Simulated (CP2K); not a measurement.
**One shape, several levels: CH3F2OTa (SMILES [CH3][Ta](=[O])([F])[F])**

Wanted: a comparison of 3 runs (GFN2-xTB, PM6, GFN1-xTB) of CH3F2OTa. 

Program for the calculation: CP2K 2026.2.

7 further runs of the same task are left out: 2 that didn't finish, 5 set aside as unsound or not needed.

## 1. The structure to begin with

CH3F2OTa: 8 atoms, total charge 0, spin state singlet. As SMILES, `[CH3][Ta](=[O])([F])[F]`. The shape comes from GFN2-xTB, which is rough for such elements, and wasn't checked as a minimum.

Bond lengths: C1–Ta2 2.297 Å, Ta2–O3 1.700 Å, Ta2–F4 1.845 Å, Ta2–F5 1.846 Å, C1–H6 1.091 Å, C1–H7 1.089 Å, C1–H8 1.091 Å. Some angles: C1–Ta2–O3 97.3°, C1–Ta2–F4 97.7°, C1–Ta2–F5 97.7°, O3–Ta2–F4 116.1°, O3–Ta2–F5 116.1°, F4–Ta2–F5 122.7°, Ta2–C1–H6 109.0°, Ta2–C1–H7 112.1°, Ta2–C1–H8 109.0°, H6–C1–H7 108.8°.

## 2. Energy and forces at GFN2-xTB (run 1)

Contents of molecule.xyz:

```xyz
8

C     -0.921300    -0.070190     0.590860
Ta     1.014810     0.070290    -0.636730
O      2.030600    -0.719790     0.473450
F      0.461780    -0.930300    -2.085460
F      1.141980     1.910940    -0.686140
H     -1.667080    -0.623020     0.017070
H     -0.767170    -0.575200     1.542870
H     -1.293620     0.937260     0.784080
```

Contents of molecule.inp:

```
&GLOBAL
  PROJECT molecule
  RUN_TYPE ENERGY_FORCE
  PRINT_LEVEL MEDIUM
&END

&FORCE_EVAL
  METHOD Quickstep
  &DFT
    CHARGE 0
    MULTIPLICITY 1
    ! Quickstep
    &QS
      METHOD XTB
      EPS_DEFAULT 1.0E-10
      &XTB
        GFN_TYPE TBLITE
        &TBLITE
          METHOD GFN2
        &END
        CHECK_ATOMIC_CHARGES F
      &END
    &END
    ! no periodic images
    &POISSON
      PERIODIC NONE
      POISSON_SOLVER ANALYTIC
    &END
    ! self-consistent field
    &SCF
      SCF_GUESS ATOMIC
      EPS_SCF 1.0E-06
      MAX_SCF 150
      ADDED_MOS 8
      &DIAGONALIZATION
        ALGORITHM STANDARD
      &END
      &MIXING
        METHOD DIRECT_P_MIXING
        ALPHA 0.4
      &END
    &END
    ! extra output
    &PRINT
      &MOMENTS
        PERIODIC F
        REFERENCE COM
        MAX_MOMENT 1
      &END
      &MO ON
        ENERGIES T
        OCCUPATION_NUMBERS T
        NDIGITS 6
        &EACH
          QS_SCF 0
        &END
        ADD_LAST NUMERIC
      &END
      &HIRSHFELD OFF
      &END
    &END
  &END
  ! structure
  &SUBSYS
    ! vacuum box
    &CELL
      ABC [angstrom] 15.7 14.8 15.6
      PERIODIC NONE
    &END
    &TOPOLOGY
      COORD_FILE_NAME molecule.xyz
      COORD_FILE_FORMAT XYZ
      &CENTER_COORDINATES
      &END
    &END
  &END
  ! extra output
  &PRINT
    &FORCES ON
    &END
  &END
&END
```

On the command line:

```console
OMP_NUM_THREADS=1 cp2k.psmp -i molecule.inp > molecule.out 2>&1
```

Output:

```text
CP2K| version string:                                       CP2K version 2026.2
[...]
 GLOBAL| Method name                                                        CP2K
[...]
 GLOBAL| Run type                                                   ENERGY_FORCE
[...]
                             - Atoms:                                          8
[...]
                             - Spherical basis functions:                     28
[...]
 Number of electrons:                                                         32
[...]
  *** SCF run converged in    24 steps ***
[...]
  Fermi energy:                                                -0.38762345992783
[...]
 TB_DIPOLE| Moment [Debye]         -3.97635320       0.08506764       1.76080482
 TB_DIPOLE| Derivative [a.u.]       0.00000000       0.00000000       0.00000000
[...]
 ENERGY| Total FORCE_EVAL ( QS ) energy [hartree]            -19.172633897219949
 FORCES| Atomic forces [hartree/bohr]
 FORCES|   Atom     x               y               z               |f|
 FORCES|      1 -4.05145920E-03 -6.96087460E-04  3.30148583E-03   5.27244423E-03
 FORCES|      2  3.31187495E-03  2.87985140E-03 -7.37819696E-03   8.58486168E-03
 FORCES|      3 -1.11155421E-03 -3.76626297E-04  1.31465819E-03   1.76230709E-03
 FORCES|      4  7.95649358E-05  5.79924492E-05  2.48174593E-03   2.48369817E-03
 FORCES|      5 -3.94187157E-04 -1.98464363E-03  1.49758722E-03   2.51733219E-03
 FORCES|      6  1.94621166E-04 -7.04132261E-04 -1.56475989E-03   1.72689118E-03
 FORCES|      7  1.26577226E-03 -6.95223600E-04  8.15359716E-04   1.65841091E-03
 FORCES|      8  7.05367253E-04  1.51886940E-03 -4.67880049E-04   1.73879813E-03
 FORCES| Sum     9.19403442E-17  2.34187669E-17  4.66206934E-18
 FORCES| Total atomic force                                       9.49905281E-17
[...]
```

It took 0.46 s on 1 thread of Arm Neoverse N1, shared host; peak memory 0.14 GiB.

## 3. The energy at PM6 (run 2)

Contents of job.inp:

```
&global
 project job
 run_type ENERGY
 print_level MEDIUM
&end

&force_eval
 method QUICKSTEP
 &dft
  charge 0
  multiplicity 1
  &qs
   method PM6
   eps_default 1.0E-10
   &se
    &coulomb
     cutoff [angstrom] 50
     rc_range [angstrom] 0
    &end
    &exchange
     cutoff [angstrom] 50
     rc_range [angstrom] 0
    &end
   &end
  &end
  ! no periodic images
  &poisson
   periodic NONE
   poisson_solver ANALYTIC
  &end
  ! SCF settings
  &scf
   scf_guess ATOMIC
   eps_scf 1.0E-06
   max_scf 150
   &diagonalization
    algorithm STANDARD
   &end
   &mixing
    method DIRECT_P_MIXING
    alpha 0.4
   &end
  &end
  &print
   &moments
    periodic F
    reference COM
    max_moment 1
   &end
   &mo ON
    energies T
    occupation_numbers T
    ndigits 6
    &each
     qs_scf 0
    &end
    add_last NUMERIC
   &end
   &hirshfeld OFF
   &end
  &end
 &end
 ! atoms, cell and kinds
 &subsys
  &cell
   abc [angstrom] 19.7 18.8 19.6
   periodic NONE
  &end
  &coord
   C     -0.921300    -0.070190     0.590860
   Ta     1.014810     0.070290    -0.636730
   O      2.030600    -0.719790     0.473450
   F      0.461780    -0.930300    -2.085460
   F      1.141980     1.910940    -0.686140
   H     -1.667080    -0.623020     0.017070
   H     -0.767170    -0.575200     1.542870
   H     -1.293620     0.937260     0.784080
  &end
  &topology
   &center_coordinates
   &end
  &end
 &end
&end
```

On the command line:

```console
OMP_NUM_THREADS=1 cp2k.psmp job.inp > job.out
```

Output:

```text
CP2K| version string:                                       CP2K version 2026.2
[...]
 GLOBAL| Method name                                                        CP2K
[...]
 GLOBAL| Run type                                                         ENERGY
[...]
                             - Atoms:                                          8
[...]
                             - Spherical basis functions:                     28
[...]
 Number of electrons:                                                         32
[...]
     1 P_Mix/Diag. 0.40E+00    0.0     0.77090761       -50.6832628290 -5.07E+01
[...]
    21 DIIS/Diag.  0.12E-06    0.0     0.00000076       -56.3026901250 -6.44E-12
  *** SCF run converged in    21 steps ***
  Core-core repulsion energy [eV]:                           2086.16159670961724
  Core Hamiltonian energy [eV]:                             -2589.64150231534677
  Two-electron integral energy [eV]:                        -2057.18841508547075
  Electronic energy [eV]:                                   -3618.23570985808237
  Total energy [eV]:                                        -1532.07411314846490
  Atomic reference energy [eV]:                              1521.51872685194462
  Heat of formation [kcal/mol]:                              -243.41300986064559
[...]
 SE_DIPOLE| Moment [Debye]          0.34849167       0.35876869      -0.89455529
 SE_DIPOLE| Derivative [a.u.]       0.00000000       0.00000000       0.00000000
 ENERGY| Total FORCE_EVAL ( QS ) energy [hartree]            -56.302690125012802
[...]
```

Run time: 0.43 s. Hardware: 1 thread of Arm Neoverse N1, shared host; peak memory 0.13 GiB.

## 4. A single-point energy at GFN1-xTB (run 3)

Contents of calc.inp:

```
&GLOBAL
  PROJECT_NAME calc
  RUN_TYPE ENERGY
  PRINT_LEVEL MEDIUM
&END GLOBAL

&FORCE_EVAL
  METHOD Quickstep
  &DFT
    CHARGE 0
    MULTIPLICITY 1
    &QS
      METHOD XTB
      EPS_DEFAULT 1.0E-10
      &XTB
        GFN_TYPE 1
        CHECK_ATOMIC_CHARGES F
      &END XTB
    &END QS
    &POISSON
      PERIODIC NONE
      POISSON_SOLVER ANALYTIC
    &END POISSON
    &SCF
      SCF_GUESS ATOMIC
      EPS_SCF 1.0E-06
      MAX_SCF 80
      ADDED_MOS 2
      &DIAGONALIZATION
        ALGORITHM STANDARD
      &END DIAGONALIZATION
      &MIXING
        METHOD DIRECT_P_MIXING
        ALPHA 0.4
      &END MIXING
      &SMEAR ON
        METHOD FERMI_DIRAC
        ELECTRONIC_TEMPERATURE [K] 300
      &END SMEAR
    &END SCF
    &PRINT
      &MOMENTS
        PERIODIC F
        REFERENCE COM
        MAX_MOMENT 1
      &END MOMENTS
      &MO ON
        ENERGIES T
        OCCUPATION_NUMBERS T
        NDIGITS 6
        &EACH
          QS_SCF 0
        &END EACH
        ADD_LAST NUMERIC
      &END MO
      &HIRSHFELD OFF
      &END HIRSHFELD
    &END PRINT
  &END DFT
  &SUBSYS
    &CELL
      ABC [angstrom] 11.7 10.8 11.6
      PERIODIC NONE
    &END CELL
    &COORD
      C     -0.921300    -0.070190     0.590860
      Ta     1.014810     0.070290    -0.636730
      O      2.030600    -0.719790     0.473450
      F      0.461780    -0.930300    -2.085460
      F      1.141980     1.910940    -0.686140
      H     -1.667080    -0.623020     0.017070
      H     -0.767170    -0.575200     1.542870
      H     -1.293620     0.937260     0.784080
    &END COORD
    &TOPOLOGY
      &CENTER_COORDINATES
      &END CENTER_COORDINATES
    &END TOPOLOGY
  &END SUBSYS
&END FORCE_EVAL
```

On the command line:

```console
OMP_NUM_THREADS=1 cp2k.psmp -i calc.inp > calc.out 2>&1
```

Output:

```text
CP2K| version string:                                       CP2K version 2026.2
[...]
 GLOBAL| Method name                                                        CP2K
[...]
 GLOBAL| Run type                                                         ENERGY
[...]
                             - Atoms:                                          8
[...]
                             - Spherical basis functions:                     31
[...]
 Number of electrons:                                                         32
[...]
     1 P_Mix/Diag. 0.40E+00    0.0     1.83673064       -20.4412285581 -2.04E+01
[...]
    14 DIIS/Diag.  0.38E-06    0.0     0.00000048       -20.7874994834 -2.56E-13
  *** SCF run converged in    14 steps ***
[...]
  Fermi energy:                                                -0.35009694460897
[...]
 TB_DIPOLE| Moment [Debye]         -1.07004343       0.69783082      -0.89838873
 TB_DIPOLE| Derivative [a.u.]       0.00000000       0.00000000       0.00000000
[...]
 ENERGY| Total FORCE_EVAL ( QS ) energy [hartree]            -20.787499483364662
[...]
```

Wall time 0.55 s (1 thread of Arm Neoverse N1, shared host); peak memory 0.15 GiB.

## 5. Overview of the runs

```tsv
run	level	task	cell	energy (Eh)	dipole moment (D)	HOMO energy (eV)	LUMO energy (eV)	wall time
1	GFN2-xTB	gradient	(15.7, 14.8, 15.6)	-19.172634	4.35	-12.56	-9.67	0.46 s
2	PM6	energy	(19.7, 18.8, 19.6)	-56.302690	1.02	-9.21	–	0.43 s
3	GFN1-xTB	energy	(11.7, 10.8, 11.6)	-20.787499	1.56	-11.70	-8.65	0.55 s
```

## 6. Outcome

| quantity | value |
| --- | --- |
| run 3: total energy | -20.78750 Eh |
| run 3: dipole moment (from atomic charges alone) | 1.56 D |
| run 3: HOMO energy | -11.70 eV |
| run 3: LUMO energy | -8.65 eV |
| run 3: HOMO–LUMO gap | 3.05 eV |
| run 3: dispersion energy | -5.38 kJ/mol |

In words: The dipole moment (its size) runs from 1.02 D (PM6) to 4.35 D (GFN2-xTB). Some of these are taken from atomic charges alone. Force-field and semi-empirical energies have zeros of their own, so their totals don't compare. All runs together took 1.4 s, the longest 0.55 s.
